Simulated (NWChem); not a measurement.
# One shape, several levels: doublet KF+

Wanted: a comparison of 4 runs (U-revPBE/def2-TZVPP, UM06-2X/def2-TZVPP, UPBE/def2-TZVPP, USVWN5/def2-TZVPP) of doublet KF+. 

Program for the calculation: NWChem 7.3.0.

## 1. The molecule

KF+ has 2 atoms, charge +1, and is taken as a doublet. SMILES of the parent species: `[F][K]`. The shape is that of a PBE0-D4/def2-TZVP optimisation. That shape belongs to the parent species and isn't relaxed for this state.

Bond lengths: F1–K2 2.188 Å.

## 2. A single-point energy at U-revPBE/def2-TZVPP (run 1)

Contents of run.py:

```python
from ase import Atoms
from ase.calculators.nwchem import NWChem

mol = Atoms(['F', 'K'], positions=[
    [0.946100, -0.362400, 0.470400],
    [-0.916600, 0.302200, -0.466300],
])

calc = NWChem(
    label='struct',
    theory='dft',
    memory='2200 mb',
    basis='def2-TZVPP',
    basispar='spherical bse',
    charge=1,
    dft={'xc': 'revpbe cpbe96', 'mult': '2', 'grid': 'xfine', 'convergence': 'energy 1e-08', 'iterations': '100', 'mulliken': None},
    task='energy',
)
mol.calc = calc

print("Total energy (eV):", round(mol.get_potential_energy(), 6))
```

Command:

```console
$ export ASE_NWCHEM_COMMAND="nwchem PREFIX.nwi > PREFIX.nwo"
$ python run.py
```

Standard output:

```text
Total energy (eV): -19030.656214
```

The calculator wrote struct.nwi:

```
title "struct"

permanent_dir struct

scratch_dir struct

start struct

geometry units angstrom nocenter noautosym noautoz
  F  9.4610000000000005e-01 -3.6240000000000000e-01 4.7039999999999998e-01
  K  -9.1659999999999997e-01 3.0220000000000002e-01 -4.6629999999999999e-01
end

charge 1

memory 2200 mb

basis spherical bse noprint
   * library def2-TZVPP
end

dft
  xc revpbe cpbe96
  mult 2
  grid xfine
  convergence energy 1e-08
  iterations 100
  mulliken
end

task dft energy
```

struct.nwo:

```text
Northwest Computational Chemistry Package (NWChem) 7.3.0
             --------------------------------------------------------

           Job information
           ---------------

    nwchem branch   = 7.3.0
    use scalapack   = T
    input           = struct.nwi
    prefix          = struct.
    data base       = struct/struct.db
    status          = startup
    nproc           =        1

           Memory information
           ------------------

    heap     =     72089594 doubles =      550.0 Mbytes
    stack    =     72089599 doubles =      550.0 Mbytes
    global   =    144179200 doubles =     1100.0 Mbytes (distinct from heap & stack)
    total    =    288358393 doubles =     2200.0 Mbytes
    verify   = yes
    hardfail = no

           Directory information
           ---------------------

  0 permanent = struct
  0 scratch   = struct

                                NWChem Input Module
                                -------------------

                                      struct
                                      ------

[... 21 lines left out ...]
            Nuclear Dipole moment (a.u.)
[... 40 lines left out ...]
  convergence criterion.
[... 16 lines left out ...]
          Convergence on density requested:  1.00D-05
[... 19 lines left out ...]
          Spatial weights used:  Erf1
[... 3 lines left out ...]
          Convergence aids based upon iterative change in
[... 79 lines left out ...]
         Total DFT energy =     -699.363722136003
[... 1 line left out ...]
           Coulomb energy =      342.299365183086
[... 1 line left out ...]
 Nuclear repulsion energy =       41.351010921927
[... 485 lines left out ...]
                     DFT Final Beta Molecular Orbital Analysis
[... 537 lines left out ...]
   alpha     51     52     53     54     55     56     57     58     59     60
    beta     51     58     56     57     53     52     54     55     61     62
 overlap   1.000  1.000  0.996  0.996  1.000  1.000  1.000  1.000  1.000  1.000

   alpha     61     62     63     64
    beta     60     59     63     64
 overlap   1.000  1.000  1.000  1.000

     --------------------------
     Expectation value of S2:
     --------------------------
      <S2> =      0.7514 (Exact =     0.7500)

 center of mass
 --------------
 x =  -0.57836520 y =   0.15942150 z =  -0.30098661

 moments of inertia (a.u.)
 ------------------
          60.160100231698          56.459114946644         -79.574560593622
          56.459114946644         198.255966878195          28.391717920503
         -79.574560593622          28.391717920503         178.384402420952

     Multipole analysis of the density
     ---------------------------------

     L   x y z        total         alpha         beta         nuclear
     -   - - -        -----         -----         ----         -------
     0   0 0 0      1.000000    -14.000000    -13.000000     28.000000

     1   1 0 0     -1.641583      6.738370      8.439553    -16.819506
[... 8 lines of this table left out ...]
     2   0 0 2     -9.241065    -16.131466    -14.974382     21.864782

 Task  times  cpu:        7.1s     wall:        7.1s
 Total times  cpu:        7.1s     wall:        7.1s
```

Wall time 8.4 s (1 thread of Intel Xeon Platinum 8488C (Sapphire Rapids), shared host); peak memory 0.11 GiB.

## 3. A single-point energy at UM06-2X/def2-TZVPP (run 2)

Contents of mol.nw:

```
start mol
memory total 2200 mb
charge 1

geometry units angstroms noautosym nocenter noautoz
F     0.946100   -0.362400    0.470400
K    -0.916600    0.302200   -0.466300
end

basis spherical bse
* library def2-TZVPP
end

dft
xc m06-2x
mult 2
grid xfine
convergence energy 1e-08
maxiter 100
mulliken
end

task dft energy
```

Command:

```console
$ nwchem mol.nw > mol.out
```

Standard output:

```text
[...]
          Wavefunction type:  spin polarized.
          No. of atoms     :     2
          No. of electrons :    27
[...]
          Charge           :     1
          Spin multiplicity:     2
[...]
          AO basis - number of functions:    64
[...]
              XC Information
              --------------
                       M06-2X Method XC Functional
                     Hartree-Fock (Exact) Exchange  0.540
                        M06-2X Exchange Functional  1.000
                      M06-2X Correlation Potential  1.000
[...]
 d= 0,ls=0.0,diis     1   -699.3619928618 -7.41D+02  8.28D-03  3.12D-01     1.3
[...]
 d= 0,ls=0.0,diis     8   -699.4600397085 -4.85D-09  2.73D-07  2.00D-09     8.9
[...]
         Total DFT energy =     -699.460039708510
      One electron energy =    -1039.528891020515
           Coulomb energy =      342.402801495491
    Exchange-Corr. energy =      -43.684961105413
 Nuclear repulsion energy =       41.351010921927
[...]
      Total Density - Mulliken Population Analysis
     ---------------------------------------------
    Atom       Charge   Shell Charges
 -----------   ------   -------------------------------------------------------
    1 F    9     8.98   0.78  1.20  0.64  0.99  0.39  2.19  1.96  0.82  0.00  0.00  0.00
    2 K   19    18.02   2.00  2.00  1.18  0.81  0.01 -0.00  5.99  4.62  1.37  0.01  0.00  0.02  0.00
[...]
      <S2> =      0.7519 (Exact =     0.7500)
[...]
```

Wall time 9.6 s (1 thread of Intel Xeon Platinum 8488C (Sapphire Rapids), shared host); peak memory 0.11 GiB.

Run 3 isn't shown in full; the table further down has it.

## 4. A single-point energy at USVWN5/def2-TZVPP (run 4)

Contents of input.nw:

```
start input
memory 2200 mb
charge 1

geometry units angstroms noautosym nocenter noautoz
   F        0.946100      -0.362400       0.470400
   K       -0.916600       0.302200      -0.466300
end

basis spherical bse
   F library def2-TZVPP
   K library def2-TZVPP
end

dft
   xc slater vwn_5
   mult 2
   grid xfine
   convergence energy 1e-08
   iterations 100
   mulliken
   print medium
end

task dft
```

Command:

```console
$ nwchem input.nw > input.out
```

Standard output:

```text
[...]
          Wavefunction type:  spin polarized.
          No. of atoms     :     2
          No. of electrons :    27
[...]
          Charge           :     1
          Spin multiplicity:     2
[...]
          AO basis - number of functions:    64
[...]
              XC Information
              --------------
                        Slater Exchange Functional  1.000 local
                      VWN V Correlation Functional  1.000 local
[...]
 d= 0,ls=0.0,diis     1   -696.9958519954 -7.38D+02  1.05D-02  6.70D-01     0.7
[...]
 d= 0,ls=0.5,diis    13   -697.1130097493 -5.73D-09  1.58D-07  1.47D-10     6.3
[...]
         Total DFT energy =     -697.113009751283
      One electron energy =    -1039.118885008372
           Coulomb energy =      341.912515796917
    Exchange-Corr. energy =      -41.257651461755
 Nuclear repulsion energy =       41.351010921927
[...]
      Total Density - Mulliken Population Analysis
     ---------------------------------------------
    Atom       Charge   Shell Charges
 -----------   ------   -------------------------------------------------------
    1 F    9     8.97   0.77  1.20  0.64  0.99  0.40  2.21  1.89  0.88  0.00  0.00  0.00
    2 K   19    18.03   2.00  2.00  1.19  0.80  0.01 -0.00  5.98  4.62  1.36  0.02  0.00  0.04  0.00
[...]
      <S2> =      0.7513 (Exact =     0.7500)
[...]
```

Run time: 7.5 s. Hardware: 1 thread of Intel Xeon Platinum 8488C (Sapphire Rapids), shared host; peak memory 0.11 GiB.

## 5. The series

| run | level | energy (Eh) | HOMO energy (eV) | LUMO energy (eV) | ⟨S²⟩ | wall time |
| --- | --- | --- | --- | --- | --- | --- |
| 1 | U-revPBE/def2-TZVPP | -699.363722 | -16.41 | -15.28 | 0.751 | 8.4 s |
| 2 | UM06-2X/def2-TZVPP | -699.460040 | -21.12 | -10.92 | 0.752 | 9.6 s |
| 3 | UPBE/def2-TZVPP | -699.182275 | -16.49 | -15.51 | 0.751 | 7.8 s |
| 4 | USVWN5/def2-TZVPP | -697.113010 | -16.58 | -16.45 | 0.751 | 7.5 s |

## 6. Outcome

| quantity | value |
| --- | --- |
| run 4: total energy | -697.11301 Eh |
| run 4: HOMO energy (highest over α and β) | -16.58 eV |
| run 4: LUMO energy (lowest over α and β) | -16.45 eV |
| run 4: ⟨S²⟩ | 0.751 |

Totals of different functionals can't be ranked against each other. All runs together took 33 s, the longest 9.6 s.
